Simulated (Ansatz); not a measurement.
# CsPb2Br5: the cost of one run

Program: Ansatz 0.2.0. Level of theory: DFT PBE, scalar-relativistic, plane waves, PAW. These are calculated values, not measurements.

1 further run of the same task is left out (set aside as unsound or not needed).

## 1. The system as given

The structure is tetragonal, space group I4/mcm (No. 140). The conventional cell has a = 8.608 Å, b = 8.608 Å, c = 16.069 Å, α = 90.00°, β = 90.00°, γ = 90.00°. Cs (site symmetry 422) has 10 Br at 3.84 to 4.02 Å as nearest neighbours. Around Pb (site symmetry m2m) lie 4 Br at 2.93 to 3.20 Å. Around Br (site symmetry 4/m) lie 4 Pb at 3.20 Å and 2 Cs at 4.02 Å. Br (site symmetry m) has 3 Pb at 2.93 to 3.42 Å and 2 Cs at 3.84 Å as nearest neighbours.

Coordinates:

```
CELL_PARAMETERS angstrom
-4.30375 4.30375 8.03435
4.30375 -4.30375 8.03435
4.30375 4.30375 -8.03435
ATOMIC_POSITIONS crystal
Cs 0.75000 0.75000 0.00000
Cs 0.25000 0.25000 0.00000
Pb 0.66946 0.83054 0.50000
Pb 0.33054 0.16946 0.50000
Pb 0.83054 0.33054 0.16109
Pb 0.16946 0.66946 0.83891
Br 0.50000 0.50000 0.00000
Br 0.00000 0.00000 0.00000
Br 0.72314 0.52980 0.50000
Br 0.27686 0.47020 0.50000
Br 0.02980 0.22314 0.50000
Br 0.97020 0.77686 0.50000
Br 0.52980 0.02980 0.80666
Br 0.47020 0.97020 0.19334
Br 0.22314 0.72314 0.19334
Br 0.77686 0.27686 0.80666
```

It goes back to an entry of the Materials Project.

It is the result of an earlier relaxation at this level (volume 37.20 Å³/atom; gap on the mesh: 3.08 eV).

## 2. Volume × 0.97

input.yaml reads:

```yaml
crystal:
  lattice:
    - [-4.260275032, 4.260275032, 7.9531898467]
    - [4.260275032, -4.260275032, 7.9531898467]
    - [4.260275032, 4.260275032, -7.9531898467]
  atoms:
    - { symbol: Cs, position: [0.75, 0.75, 0.0] }
    - { symbol: Cs, position: [0.25, 0.25, 0.0] }
    - { symbol: Pb, position: [0.6694554988, 0.8305445012, 0.5] }
    - { symbol: Pb, position: [0.3305445012, 0.1694554988, 0.5] }
    - { symbol: Pb, position: [0.8305445012, 0.3305445012, 0.1610890025] }
    - { symbol: Pb, position: [0.1694554988, 0.6694554988, 0.8389109975] }
    - { symbol: Br, position: [0.5, 0.5, 0.0] }
    - { symbol: Br, position: [0.0, 0.0, 0.0] }
    - { symbol: Br, position: [0.7231377921, 0.5297986718, 0.5] }
    - { symbol: Br, position: [0.2768622079, 0.4702013282, 0.5] }
    - { symbol: Br, position: [0.0297986718, 0.2231377921, 0.5] }
    - { symbol: Br, position: [0.9702013282, 0.7768622079, 0.5] }
    - { symbol: Br, position: [0.5297986718, 0.0297986718, 0.8066608797] }
    - { symbol: Br, position: [0.4702013282, 0.9702013282, 0.1933391203] }
    - { symbol: Br, position: [0.2231377921, 0.7231377921, 0.1933391203] }
    - { symbol: Br, position: [0.7768622079, 0.2768622079, 0.8066608797] }
basis:
  ecutwfc: 420
kpoints:
  mp_grid: { grid: [4, 4, 4] }
hamiltonian:
  xc: pbe
scf:
  occupations: { method: gaussian, width: 0.02 }
output:
  forces: true
  stress: true
  eigenvalues: true
relax:
  adjacent_minimum: "off"
  f_tol: 0.01
  max_steps: 30
  cell: { stress_tol: 0.1, fix: [volume] }
```

On the command line:

```console
$ ansatz run input.yaml --threads 8 --pin off --max-ram 22528MiB --backend cpu --events-out ev --progress --plain --runs-dir out
```

What time and memory should one allow on 8 threads of Arm Neoverse V1, shared host?

About 35 s, with a peak of 2.8 GiB.
